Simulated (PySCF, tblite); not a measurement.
**C6H9ClO2Si: geometry, infrared bands and NMR shifts**

What infrared bands and NMR shifts should C6H9ClO2Si (`CC(C)=C(C=O)C(=O)[SiH2]Cl`) show?

Programs: tblite 0.8.0 and PySCF 2.14.0, with density-fitted response routines of our own. Each step states its level of theory. These are calculated values for one molecule in the gas phase, unless marked as measured. Atoms count from 0, in the outputs and in this text.

## Step 1: The starting structure

19 atoms, charge 0, multiplicity 1; geometry from: force field or distance geometry start.

Bonds of the start (Å): C0–C1 1.52, C1–C2 1.50, C1–C3 1.36, C3–C4 1.48, C4–O5 1.23, C3–C6 1.50, C6–O7 1.23, C6–Si8 1.89, Si8–Cl9 2.06, C0–H10 1.10, C0–H11 1.09, C0–H12 1.11, C2–H13 1.09, C2–H14 1.09, C2–H15 1.11, C4–H16 1.10, Si8–H17 1.49, Si8–H18 1.48.

## Step 2: Relaxing the molecule with GFN2-xTB

Job settings and geometry (Å):

```
{"job": {"kind": "relax", "xc": "GFN2-xTB", "basis": "xTB"}, "charge": 0, "multiplicity": 1}
C     -1.673400     0.206700     1.253700
C     -1.093100     0.020200    -0.135000
C     -2.121300    -0.434100    -1.121100
C      0.220600     0.231900    -0.421800
C      0.772700    -0.090000    -1.753800
O      1.883800     0.280100    -2.114800
C      1.130700     0.807300     0.620200
O      0.822100     1.770200     1.324000
Si     2.828300     0.030900     0.936300
Cl     2.695200    -2.017300     0.771500
H     -2.396200    -0.597000     1.472200
H     -0.944000     0.173800     2.058400
H     -2.222600     1.164300     1.314900
H     -2.305300    -1.506800    -1.031000
H     -1.868000    -0.197600    -2.158000
H     -3.079700     0.092700    -0.929700
H      0.141900    -0.680900    -2.431200
H      3.304400     0.266100     2.325300
H      3.894100     0.488800     0.012400
```

Command:

```
OMP_NUM_THREADS=1 python probes_run.py task.json out
```

One launch serves the whole session: the jobs run in the order shown.

**Question.** This job is followed by: GFN2-xTB harmonic vibrations, gas phase; GIAO PBE0/pcSseg-1 NMR shielding, non-relativistic, gas phase. Predict these results of the whole session: strongest single infrared mode (GFN2-xTB); zero-point energy (GFN2-xTB); ¹³C shifts against TMS (PBE0/pcSseg-1); ¹H shifts against TMS (PBE0/pcSseg-1, means over atoms taken as alike); ¹⁷O shifts against H2O (PBE0/pcSseg-1); ²⁹Si shifts against TMS (PBE0/pcSseg-1); ³⁵Cl shifts against HCl (PBE0/pcSseg-1).

As calculated:

| quantity | value |
| --- | --- |
| strongest single infrared mode (GFN2-xTB) | 1664 cm⁻¹, 394 km/mol |
| zero-point energy (GFN2-xTB) | 83.2 kcal/mol |
| ¹³C shifts against TMS (PBE0/pcSseg-1) | 234.5, 197.1, 182.5, 141.8, 27.2, 24.5 ppm |
| ¹H shifts against TMS (PBE0/pcSseg-1, means over atoms taken as alike) | 10.24, 5.16, 2.58, 2.38 ppm |
| ¹⁷O shifts against H2O (PBE0/pcSseg-1) | 794.5, 601.4 ppm |
| ²⁹Si shifts against TMS (PBE0/pcSseg-1) | -47.8 ppm |
| ³⁵Cl shifts against HCl (PBE0/pcSseg-1) | -45 ppm |

What this shows: Over 140 steps the energy fell by 0.388 eV; of the close pairs, C6–Si8 changed most, 1.893 to 1.939 Å. All 51 modes are real, so the xTB geometry is a minimum. The strongest single mode, at 1664 cm⁻¹, moves mainly C4 and O5. Unscaled tight-binding wavenumbers are off by several per cent, some by more. Its intensities can rank the bands wrongly. The most deshielded hydrogen is H16 (hydrogen on an aldehyde carbonyl carbon), at 10.24 ppm: deshielded by the polar, anisotropic C=O bond. At PBE0/pcSseg-1: The widest tensor belongs to O7: span 1698 ppm, with a paramagnetic part of -861 ppm.
